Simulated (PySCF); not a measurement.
# C₄H₉BO₂Si: electronic excitations

Wanted: the electronic excitations of C₄H₉BO₂Si (`B[Si@]1(OC)COC1=C`), by calculation.

Computed with PySCF 2.14.0, with density-fitted response routines of our own, on a single molecule in the gas phase. Atoms are numbered from 0 throughout.

### 1 The molecule as given

17 atoms, charge 0, multiplicity 1; geometry from: GFN2-xTB.

Bonds of the start (Å): B0–Si1 1.94, Si1–O2 1.63, O2–C3 1.40, Si1–C4 1.93, C4–O5 1.43, O5–C6 1.37, C6–C7 1.33, C6–Si1 1.93, B0–H8 1.17, B0–H9 1.17, C3–H10 1.09, C3–H11 1.09, C3–H12 1.09, C4–H13 1.09, C4–H14 1.09, C7–H15 1.07, C7–H16 1.08.

### 2 Ultraviolet spectrum: PBE0/def2-SVPD

The job: settings as JSON, then the geometry in Å.

```
{"job": {"kind": "uv", "xc": "PBE0", "basis": "def2-SVPD", "nstates": 8, "ntriplets": 3}, "charge": 0, "multiplicity": 1}
B     -1.148206    -1.619341     1.012609
Si     0.015351    -0.157462     0.482010
O      1.505121    -0.504726    -0.093098
C      1.933630    -1.550316    -0.915440
C      0.246669     1.455670     1.516923
O     -0.613981     2.216703     0.657146
C     -0.876609     1.328571    -0.356362
C     -1.568441     1.620670    -1.448981
H     -1.002907    -2.690172     0.564137
H     -2.051209    -1.470760     1.737238
H      1.405426    -2.478002    -0.685635
H      3.001979    -1.693119    -0.750115
H      1.763913    -1.297169    -1.964146
H     -0.150827     1.469133     2.532195
H      1.242606     1.900703     1.524438
H     -1.748005     0.873010    -2.199514
H     -1.961509     2.608636    -1.623315
```

Level: TDDFT PBE0/def2-SVPD, vertical, gas phase, core orbitals frozen in the response.

Launch:

```console
$ OMP_NUM_THREADS=1 python probes_run.py task.json out
```

One launch serves the whole session: the jobs run in the order shown.

The program printed:

```text
coarse grid: 14808 points
cycle   1  E = -621.5188276936  dE =  9.912e-01  |g| = 7.491e-01  |ddm| = 6.730e+00
cycle   2  E = -621.3189316456  dE =  1.999e-01  |g| = 1.254e+00  |ddm| = 2.413e+00
cycle   3  E = -621.6312794336  dE = -3.123e-01  |g| = 1.149e-01  |ddm| = 1.495e+00
cycle   4  E = -621.6336740667  dE = -2.395e-03  |g| = 5.398e-02  |ddm| = 2.429e-01
cycle   5  E = -621.6343822045  dE = -7.081e-04  |g| = 1.830e-02  |ddm| = 1.083e-01
cycle   6  E = -621.6344644537  dE = -8.225e-05  |g| = 7.218e-03  |ddm| = 4.091e-02
cycle   7  E = -621.6344771068  dE = -1.265e-05  |g| = 1.478e-03  |ddm| = 1.358e-02
cycle   8  E = -621.6344777278  dE = -6.209e-07  |g| = 3.836e-04  |ddm| = 3.203e-03
final grid: 138736 points
cycle   9  E = -621.7310575515  dE = -2.557e-05  |g| = 1.304e-02  |ddm| = 1.252e-01
cycle  10  E = -621.7310085926  dE =  4.896e-05  |g| = 2.076e-02  |ddm| = 4.217e-02
cycle  11  E = -621.7310916539  dE = -8.306e-05  |g| = 2.039e-03  |ddm| = 2.446e-02
cycle  12  E = -621.7310926299  dE = -9.760e-07  |g| = 4.169e-04  |ddm| = 3.380e-03
cycle  13  E = -621.7310926702  dE = -4.022e-08  |g| = 1.542e-04  |ddm| = 9.187e-04
cycle  14  E = -621.7310926757  dE = -5.580e-09  |g| = 4.393e-05  |ddm| = 2.852e-04
cycle  15  E = -621.7310926763  dE = -5.157e-10  |g| = 1.008e-05  |ddm| = 1.000e-04
converged SCF energy = -621.7310926763

Static polarisability (au): isotropic 97.382, principal 85.235 95.205 111.706

Singlet excitations
state   eV       nm        f      main configurations
  1   2.4575    504.5   0.01031   H->L 0.99
  2   3.4380    360.6   0.01136   H-1->L 0.84, H-2->L 0.13
  3   4.0406    306.8   0.04907   H-2->L 0.84, H-1->L 0.14
  4   4.9136    252.3   0.00170   H-3->L 0.93
  5   5.2718    235.2   0.03823   H-4->L 0.89
  6   5.4963    225.6   0.06333   H->L+1 0.80, H-5->L 0.11
  7   5.5742    222.4   0.01490   H-6->L 0.79
  8   5.6740    218.5   0.02647   H-5->L 0.79, H-6->L 0.13

Triplet excitations (Tamm-Dancoff, eV): 2.2316 2.8256 3.5248
```

Run time: 1.8 min. Hardware: 1 thread of Arm Neoverse V1, shared host; peak memory 0.97 GiB.

The orbitals next to the gap, with their largest atomic shares:

| orbital | eV | atoms |
| --- | --- | --- |
| HOMO−3 | -9.08 | O2 41 %, C3 13 %, O5 13 % |
| HOMO−2 | -8.09 | C4 30 %, Si1 17 %, O2 13 % |
| HOMO−1 | -7.70 | O2 22 %, C6 19 %, Si1 14 % |
| HOMO | -6.44 | C7 34 %, O5 28 %, C6 21 % |
| LUMO | -2.99 | B0 53 %, Si1 18 %, H8 9 % |
| LUMO+1 | -0.09 | Si1 20 %, C6 18 %, C7 17 % |
| LUMO+2 | 0.45 | B0 32 %, C3 13 %, Si1 8 % |

With each of the 8 states as a Gaussian band of 0.4 eV half-width at 1/e, the curve within the window shown has maxima at 504 nm (ε 420), 308 nm (ε 2,000), 227 nm (ε 5,200) L/(mol cm). Beyond the last state computed it falls off for lack of states. The curve at chosen wavelengths:

(nm, ε (L/mol/cm)): (208, 1520), (226, 5162), (245, 2319), (263, 469), (281, 845), (300, 1893), (318, 1888), (337, 1213), (355, 764), (373, 513), (392, 325), (410, 218), (428, 199), (447, 251), (465, 327), (483, 390), (502, 418), (520, 405), (538, 362), (557, 300), (575, 238), (594, 179), (612, 131), (630, 94), (649, 65), (667, 45)

Leading natural transition orbitals of singlet state 6: the hole lies on C7 32 %; O5 31 %; C6 17 %; the particle on Si1 25 %; C6 9 %; O2 9 %.

Leading natural transition orbitals of singlet state 1: the hole lies on C7 33 %; O5 28 %; C6 18 %; the particle on B0 53 %; H8, H9 about 11 % each; Si1 10 %.

Further results of this job:

```
           property  computed
  dipole moment (D)      3.04
polarisability (Å³)     14.43
 HOMO–LUMO gap (eV)      3.46
      −ε(HOMO) (eV)      6.44
```

Orbitals, density, ELF and potential are computed afterwards from the orbital file.

Frontier orbitals at PBE0/def2-SVPD, with the share of their density that lies nearest to each atom:

```csv
orbital,energy (eV),lies on
HOMO,-6.44,C7 34 %; O5 28 %; C6 19 %
LUMO,-2.99,"B0 54 %; H8, H9 about 12 % each; Si1 9 %"
```

ELF in a plane through or near 4 of the atoms.

Ten even steps from ' ' (0.00) to '@' (1.00):
```
                                                        
                                                        
                                                        
                                --####--                
                              ::@@@@@@@@--              
                              --@@@@@@@@--              
                        ..--==++##@@@@==                
                  ::::....++%%##--::++......            
                ..**%%**::--##%%====%%####**--          
        ::**++....##%%%%++..--++--++##**@@##==          
      ::%%@@@@%%==**++%%##::      --%%%%%%**--          
      --@@@@@@@@++==##%%##..    ....--++==::            
      ..**%%%%##++::..----      ....                    
        ..::::==**==            ::::..                  
            ..==##**..          ..::::                  
              ::==::                                    
                                                        
                                                        
                                                        
                                                        
```
The map spans 11.6 Å across and 9.6 Å up, centred on the molecule. Atoms in the plane (x, y in Å): O2 (-1.3, -0.1), C4 (1.2, 1.1), H11 (-3.2, -0.7), H13 (1.6, 2.2).

On the surface of density 0.002 e/bohr³ the electrostatic potential runs, from the 1st to the 99th percentile, from -1.43 V near O5 to 1.87 V near B0.

### 3 Results

| quantity | value |
| --- | --- |
| lowest singlet (PBE0/def2-SVPD) | 2.46 eV (505 nm), f = 0.010 |
| brightest single state of those computed | state 6, 5.50 eV, f = 0.063 |
| lowest triplet | 2.23 eV |
| surface potential, 1st and 99th percentile | -1.43 V and 1.87 V |

What this shows: The lowest singlet, at 2.46 eV, is HOMO→LUMO 0.99 and is weak; of the 8 states computed, the strongest absorption comes from state 6 at 5.50 eV. State 1 absorbs in the visible (505 nm). The lowest triplet lies 0.23 eV below the lowest singlet (triplets in Tamm-Dancoff, singlets in full TDDFT). At PBE0/def2-SVPD, counted by nearest atom on the grid, the HOMO lies on C7 34 %; O5 28 %, the LUMO on B0 54 %; H8, H9 about 12 % each.
